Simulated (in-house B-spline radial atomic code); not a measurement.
**Xe²⁶⁺: ionisation energy by several methods**

Wanted: one ionisation energy, Xe²⁶⁺ to configuration [Ar] 3d9, up the ladder of functionals.

The numbers are computed with in-house B-spline radial atomic code version 1 (scalar-relativistic (X2C), several functionals, spin-polarised; spherical all-electron atom at the radial basis limit), except any that are marked as measured or tabulated.

**1. What is computed**

| Quantity | Value |
| --- | --- |
| element | xenon (Z = 54) |
| charge | +26 |
| electrons | 28 |
| configuration | [Ar] 3d10 |
| nucleus | Fermi, rms radius 4.786 fm |

Outer shells as boxes (Hund's rule):

[Ar] 3d10
```
[Ar] core
3d [↑↓][↑↓][↑↓][↑↓][↑↓]
```

Where spins are not typed, each open shell is filled with up spins first.

**2. LDA (VWN5)**

Settings of the run:

```ini
Z = 54
electrons = 28.0
configuration = [Ar] 3d10
hamiltonian = x2c
method = lda,vwn
spin_polarised = True
nucleus = fermi
rms_radius = 4.7859
mass_number = 132
atomic_mass = 131.90415508346
speed_of_light = 137.035999084
```

**3. RPBE**

Changes to the settings of step 2:

```diff
@@ -4,3 +4,3 @@
 hamiltonian = x2c
-method = lda,vwn
+method = rpbe,pbe
 spin_polarised = True
```

**4. Hartree-Fock**

Changes to the settings of step 3:

```diff
@@ -4,3 +4,3 @@
 hamiltonian = x2c
-method = rpbe,pbe
+method = hf
 spin_polarised = True
```

**5. TPSS**

Changes to the settings of step 4:

```diff
@@ -4,3 +4,3 @@
 hamiltonian = x2c
-method = hf
+method = tpss,tpss
 spin_polarised = True
```

**6. PBE**

Changes to the settings of step 5:

```diff
@@ -4,3 +4,3 @@
 hamiltonian = x2c
-method = tpss,tpss
+method = pbe,pbe
 spin_polarised = True
```

Q: The tabulated ionisation energy is 1493 ± 4 eV (tabulated theoretical; NIST Atomic Spectra Database). What does each method give, and which comes nearest?

**Answer**, as computed:

| method | rung | total energy (hartree) | ΔSCF (eV) | −ε highest (eV) | ΔSCF less tabulated (eV) |
| --- | --- | --- | --- | --- | --- |
| LDA (VWN5) | LDA | -7109.6055 | 1498.40 | 1458.88 (3d up) | +5.40 |
| RPBE | GGA | -7116.6119 | 1498.40 | 1458.92 (3d up) | +5.40 |
| PBE | GGA | -7116.1057 | 1498.41 | 1458.93 (3d up) | +5.41 |
| TPSS | meta-GGA | -7116.3891 | 1498.26 | 1458.88 (3d up) | +5.26 |
| Hartree-Fock | Hartree-Fock | -7115.1377 | 1499.64 | 1503.54 (3d up) | +6.64 |

What this shows: The tabulated ionisation energy is 1493 ± 4 eV (tabulated theoretical; NIST Atomic Spectra Database). TPSS comes nearest (+5.26 eV) and Hartree-Fock is farthest (+6.64 eV, 0.44 %). Mean absolute error by rung (exchange-only levels left out): LDA 5.40 eV, GGA 5.41 eV, meta-GGA 5.26 eV, Hartree-Fock 6.64 eV. All methods miss on the same side by much the same amount, which points to something that they share. Relativistic terms that these runs lack can be as large as the gaps between close methods, so the nearest may be so by luck. PBE is off by +5.41 eV. Spin-orbit coupling is left out. Open shells are averaged (over orientations, and over spins where the run is restricted), while tables refer to the lowest levels.

Members of this set that are not shown: 1 used exact exchange with fractional occupations of an open shell, which is unsound here.
